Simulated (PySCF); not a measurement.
# PI (triplet) at other levels of theory

Starting from one script, swap the method and compare what comes out for PI (triplet).

Computed with PySCF 2.14.0. Level: method and basis as typed in the scripts.

6 further runs of the same task are left out: 3 for a known fault of the program, 3 that didn't finish.

## 1. The system as given

PI (triplet): 2 atoms, charge 0, spin multiplicity 3.

Bond lengths: P1–I2 2.375 Å.

## 2. The run that the others are compared with

Contents of input.py:

```python
from pyscf import gto, scf, mp

mol = gto.M(
    atom='P 0 0 0; I 0 0 2.375',
    basis='crenbl',
    ecp={'P': 'crenbl', 'I': 'crenbl'},
    charge=0,
    spin=2,
    verbose=4,
)
mf = scf.UHF(mol)
mf.kernel()
mp.MP2(mf).kernel()
mf.dip_moment()
print('orbital energies (hartree):', [e[max(0, n-3):n+3].round(4) for e, n in zip(mf.mo_energy, mol.nelec)])
```

Started as:

```sh
> python input.py
```

## 3. Hse06 (UKS)

Variant 1 changes functional: none (Hartree–Fock) → hse06; SCF type: UHF → UKS; step after the SCF: mp2 → analyze.

Edit input.py of step 2 so:

```diff
@@ -1,2 +1,2 @@
-from pyscf import gto, scf, mp
+from pyscf import gto, dft
 
@@ -10,5 +10,5 @@
 )
-mf = scf.UHF(mol)
+mf = dft.UKS(mol, xc='hse06')
 mf.kernel()
-mp.MP2(mf).kernel()
+mf.mulliken_pop()
 mf.dip_moment()
```

## 4. Pbesol (UKS)

Variant 2 changes functional: none (Hartree–Fock) → pbesol; SCF type: UHF → UKS; step after the SCF: mp2 → analyze.

Edit input.py of step 2 so:

```diff
@@ -1,2 +1,2 @@
-from pyscf import gto, scf, mp
+from pyscf import gto, dft
 
@@ -10,5 +10,5 @@
 )
-mf = scf.UHF(mol)
+mf = dft.UKS(mol, xc='pbesol')
 mf.kernel()
-mp.MP2(mf).kernel()
+mf.mulliken_pop()
 mf.dip_moment()
```

## 5. Wb97 (UKS)

Variant 3 changes functional: none (Hartree–Fock) → wb97; SCF type: UHF → UKS; step after the SCF: mp2 → analyze.

Edit input.py of step 2 so:

```diff
@@ -1,2 +1,2 @@
-from pyscf import gto, scf, mp
+from pyscf import gto, dft
 
@@ -10,5 +10,5 @@
 )
-mf = scf.UHF(mol)
+mf = dft.UKS(mol, xc='wb97')
 mf.kernel()
-mp.MP2(mf).kernel()
+mf.mulliken_pop()
 mf.dip_moment()
```

## 6. ROHF

Variant 4 changes SCF type: UHF → ROHF.

Contents of input.py:

```python
from pyscf import gto, scf, mp

mol = gto.M(
    atom='P 0 0 0; I 0 0 2.375',
    basis='crenbl',
    ecp={'P': 'crenbl', 'I': 'crenbl'},
    charge=0,
    spin=2,
    verbose=4,
)
mf = scf.ROHF(mol)
mf.kernel()
mp.MP2(mf).kernel()
mf.dip_moment()
print('orbital energies (hartree):', mf.mo_energy[..., max(0, mol.nelec[1]-3):mol.nelec[0]+3].round(4))
```

What does the calculation give? Wanted: for each run, E(SCF); from base; gap, α spin; SCF dipole; after the SCF.

**Answer**, as computed:

```
         run  E(SCF) (hartree)  from base (eV)  cycles  gap, α spin (eV)  SCF dipole (D)              after the SCF
        base       -115.778966               0      13             10.98            0.81  MP2 correlation -6.937 eV
 hse06 (UKS)       -117.813311  not comparable      11              4.19            0.24                        n/a
pbesol (UKS)       -118.054553  not comparable      10              2.89            0.58                        n/a
  wb97 (UKS)       -118.144581  not comparable      12              9.62            0.24                        n/a
        ROHF       -115.775913         +0.0831      11               n/a            0.91  MP2 correlation -6.961 eV
```

Total energies of different functionals can't be compared with each other; differences within one functional can. The dearest run is “hse06 (UKS)”, at 3.2 s against 0.81 s.
